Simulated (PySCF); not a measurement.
# TaF4: how tightly the ligands are held

What does it cost to pull a ligand from TaF4? The structure is generated, not taken from experiment.

The runs use PySCF 2.14.0; r2SCAN, Ta def2-SVP with ECP60, F def2-SVP; scalar-relativistic core potentials, no spin–orbit coupling.

3 further runs of the same task are left out: 2 for a known fault of the program, 1 that didn't finish. Runs told in other sessions of the task aren't counted.

### 1 The system as given

5 atoms, charge 0, spin multiplicity 2.

Bond lengths: Ta1–F2 1.875 Å, Ta1–F3 1.875 Å, Ta1–F4 1.875 Å, Ta1–F5 1.875 Å. Angles: F2–Ta1–F3 96.3°, F2–Ta1–F4 141.2°, F2–Ta1–F5 96.3°, F3–Ta1–F4 96.3°, F3–Ta1–F5 141.2°, F4–Ta1–F5 96.3°.

Geometry (Å):

```xyz
5

Ta    0.0000    0.0000    0.0000
F     1.7686    0.0000   -0.6226
F     0.0000    1.7686    0.6226
F    -1.7686    0.0000   -0.6226
F     0.0000   -1.7686    0.6226
```

Formal oxidation states: Ta +4. An earlier session relaxed this geometry at r2SCAN, Ta def2-SVP with ECP60, F def2-SVP (doublet, point group D2d).

### 2 F taken off

The ligand (atom 2) keeps its formal charge and a closed shell where it can; ligand and rest are solved at the complex's geometry, in vacuum, with the settings of the relaxation.

```tsv
part	charge	state	energy (Eh)
complex	0	doublet	-456.197418
ligand	-1	singlet	-99.646477
rest	1	doublet	-356.049738
```

It took 6.9 s on 2 threads of Arm Neoverse V1, shared host.

### 3 Rigid scan of F

Atom 2 moves along the line from atom 1; the distance is to the donor, the donors' midpoint or the ring centre. Each point starts from the density of the one before.

```tsv
distance (Å)	energy from the relaxed point (eV)
1.58	2.385
1.68	0.883
1.78	0.185
1.88	0.000
1.98	0.126
2.08	0.443
2.28	1.338
2.58	2.800
2.98	4.418
3.48	5.518
```

It took 56 s on 2 threads of Arm Neoverse V1, shared host.

### 4 What came out

| quantity | value |
| --- | --- |
| taking off F | 13.64 eV |
| stiffness of the F contact | 31.2 eV/Å² |

In words: Taking off F as a fragment of charge -1 costs 13.64 eV, much of it the attraction of the two charges. Near 1.88 Å the F contact has a stiffness of about 31.2 eV/Å², and the energy stands 5.52 eV higher at 3.48 Å. The free anion is solved without diffuse functions, no counterpoise correction is made, and the parts aren't relaxed; each of these makes the binding look larger. These are double-zeta-type bases without diffuse functions. Spin–orbit coupling is left out for this open shell, where it can reorder the states. Open shells may have lower solutions than the one found.
